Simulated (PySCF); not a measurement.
# Mo⁺: excitation energy in x2c-TZVPPall plus 1 even-tempered diffuse shell per l

Aim: the excitation energy of molybdenum from differences of total energies, at each level of theory, and how far each lands from the tabulated value where there is one.

Program: PySCF 2.14.0. Level of theory: unrestricted determinants in a Gaussian basis, no spin-orbit coupling in the energies. These are calculated values, not measurements, unless marked.

### 1 The system

- Element: molybdenum (Z = 42)
- Basis: x2c-TZVPPall with one added diffuse shell each of s, p, d, f type (9s7p7d3f1g, 95 functions)
- Hamiltonian: scalar relativity by spin-free X2C-1e
- State 1: Mo⁺: [Kr] 4d4 5s1, 5s spin antiparallel (an excited configuration)
- Needed too, but not shown: Mo⁺ [Kr] 4d5 (6S)
- Methods: CCSD(T)
- Core shells frozen in the correlated runs: valence and next inner shell: [Ar] 3d10 (for Mo⁺)

The runs were made by one driver on top of PySCF. The scripts below sum up each run's settings (the driver also hands on starting orbitals that pick excited configurations, and frozen orbitals as a list rather than a count), and the logs come from the driver's own runs. The driver starts from symmetry-adapted Hartree-Fock orbitals, holds the occupation by maximum overlap and uses a logarithmic radial grid for functionals, so a plain start would take other cycles.

The integrals over 95 functions and the set-up took 6 s of CPU time.

### 2 Mo⁺ [Kr] 4d4 5s1, s spin flipped, at CCSD(T) (valence and next inner shell)

CCSD(T) (valence and next inner shell):

input.py reads:

```python
from pyscf import gto, scf, dft, mp, cc
import basis_set_exchange as bse
mol = gto.M(atom="Mo 0 0 0", charge=1, spin=3, symmetry="D2h",
            basis=gto.basis.parse(bse.get_basis("x2c-TZVPPall", elements=["Mo"], fmt="nwchem", augment_diffuse=1)),
            nucmod="G")
mf = scf.UHF(mol).sfx2c1e()
mf.irrep_nelec = {'Ag': (7, 7), 'B1g': (2, 1), 'B2g': (2, 1), 'B3g': (2, 1), 'B1u': (3, 3), 'B2u': (3, 3), 'B3u': (3, 3)}
mf.kernel()
mycc = cc.CCSD(mf, frozen=14).run()
mycc.ccsd_t()
```

Standard output:

```text
CC2 = 0
CCSD nocc = (np.int64(8), np.int64(5)), nmo = (81, 81)
frozen orbitals [[0, 1, 2, 3, 4, 5, 6, 7, 8, 9, 10, 11, 12, 13], [0, 1, 2, 3, 4, 5, 6, 7, 8, 9, 10, 11, 12, 13]]
max_cycle = 100
direct = 0
conv_tol = 1e-08
conv_tol_normt = 1e-06
diis_space = 8
diis_start_cycle = 0
Init t2, MP2 energy = -0.332459130755183
Init E_corr(UCCSD) = -0.332459130758078
cycle = 1  E_corr(UCCSD) = -0.33866091996293  dE = -0.0062017892  norm(t1,t2) = 0.0600007
cycle = 2  E_corr(UCCSD) = -0.343908862560304  dE = -0.0052479426  norm(t1,t2) = 0.029651
cycle = 3  E_corr(UCCSD) = -0.346548253616838  dE = -0.00263939106  norm(t1,t2) = 0.0235561
cycle = 4  E_corr(UCCSD) = -0.347653415878038  dE = -0.00110516226  norm(t1,t2) = 0.017334
cycle = 5  E_corr(UCCSD) = -0.34875474304241  dE = -0.00110132716  norm(t1,t2) = 0.013156
cycle = 6  E_corr(UCCSD) = -0.349494234660548  dE = -0.000739491618  norm(t1,t2) = 0.00739942
cycle = 7  E_corr(UCCSD) = -0.349769317795625  dE = -0.000275083135  norm(t1,t2) = 0.00562018
cycle = 8  E_corr(UCCSD) = -0.349757576626992  dE = 1.17411686e-05  norm(t1,t2) = 0.00369635
cycle = 9  E_corr(UCCSD) = -0.349844772372784  dE = -8.71957458e-05  norm(t1,t2) = 0.00250459
cycle = 10  E_corr(UCCSD) = -0.349922992606705  dE = -7.82202339e-05  norm(t1,t2) = 0.00203544
[... 5 lines left out ...]
cycle = 16  E_corr(UCCSD) = -0.349878946433747  dE = 5.20741693e-06  norm(t1,t2) = 8.6458e-05
cycle = 17  E_corr(UCCSD) = -0.349878554647329  dE = 3.91786419e-07  norm(t1,t2) = 4.39734e-05
cycle = 18  E_corr(UCCSD) = -0.34987928362478  dE = -7.28977452e-07  norm(t1,t2) = 2.75539e-05
cycle = 19  E_corr(UCCSD) = -0.349880348570612  dE = -1.06494583e-06  norm(t1,t2) = 1.54602e-05
cycle = 20  E_corr(UCCSD) = -0.349880319478133  dE = 2.90924789e-08  norm(t1,t2) = 5.17351e-06
cycle = 21  E_corr(UCCSD) = -0.349880368686765  dE = -4.92086319e-08  norm(t1,t2) = 2.76375e-06
cycle = 22  E_corr(UCCSD) = -0.349880354582177  dE = 1.41045886e-08  norm(t1,t2) = 2.00009e-06
cycle = 23  E_corr(UCCSD) = -0.34988036490555  dE = -1.03233732e-08  norm(t1,t2) = 1.19315e-06
cycle = 24  E_corr(UCCSD) = -0.34988037550838  dE = -1.06028302e-08  norm(t1,t2) = 6.06223e-07
cycle = 25  E_corr(UCCSD) = -0.349880378918434  dE = -3.41005418e-09  norm(t1,t2) = 3.39511e-07
UCCSD converged
E(UCCSD) = -4046.213307359611  E_corr = -0.3498803789184344
UCCSD(T) correction = -0.0148471471447682
```

It used 97 s of CPU time after the integrals (shared host).

CCSD correlation -0.34988 hartree, triples -0.01485; total -4046.228155. T1 = 0.053, largest double amplitude 0.129.

With the s spin flipped the determinant is a mixture of two multiplicities, not a spectroscopic state. T1 exceeds 0.03, a sign that the reference determinant is poor.

### 3 Differences of total energies

Excitation energy: Mo⁺ [Kr] 4d5 (6S) → Mo⁺ [Kr] 4d4 5s1, s spin flipped.

| method | value (eV) |
| --- | --- |
| UHF | 2.719 |
| MP2 (valence and next inner shell) | 2.692 |
| SCS-MP2 (valence and next inner shell) | 2.276 |

The upper determinant mixes two multiplicities, so it lies between the two terms. The coupled-cluster amplitudes are large for Mo+, so a single reference is strained.

The differences also use runs on Mo⁺ [Kr] 4d5 (6S), which are not shown here. The runs at UHF, MP2 (valence and next inner shell) are not shown; their differences are listed all the same.

### 4 What came out

| quantity | value |
| --- | --- |
| excitation energy, Mo⁺ → [Kr] 4d4 5s1, s spin flipped | UHF 2.719, MP2 (valence and next inner shell) 2.692 eV |

**Reading.** The coupled-cluster values of one difference were set aside by the checks on these runs and are not quoted; the lower level shown rests on the same reference and is no safer. The methods span 0.443 eV, from SCS-MP2 (valence and next inner shell) (2.276) to UHF (2.719). No reference value is at hand in this session. The basis is finite, and no extrapolation was made.
